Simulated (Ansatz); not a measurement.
A run of Ansatz 0.2.0 is set up as follows.

File input:

```
crystal:
  lattice:
    - [3.70187033, 0.0, 0.0]
    - [-1.85093516, 3.20591375, 0.0]
    - [0.0, 0.0, 3.61284203]
  atoms:
    - { symbol: Pt, position: [0.0, 0.0, 0.0] }
    - { symbol: Se, position: [0.6666666667, 0.3333333333, 0.5] }
hamiltonian:
  xc: pbe0
  pseudopotentials: { kind: paw }
kpoints:
  mp_grid: { grid: [4, 4, 4] }
scf:
  occupations: { method: fermi_dirac, width: 0.05 }
output:
  forces: true
  stress: true
  eigenvalues: true
```

(1) Predict the band gap on the k mesh.

(2) Predict the pressure.

## Answers

(1) none (metal or under the smearing width).

(2) -15.5 GPa.

Caveat: the k mesh is coarse (spacing up to 0.49 Å⁻¹), so the values aren't converged, least of all with exact exchange; so large a pressure means that the cell lies far from this level's equilibrium, or that cutoff or potentials fall short; the PAW data sets come from PBE, with cores solved anew for the run's functional, which leaves a small shift of forces and pressure; the thresholds are loose for stress.
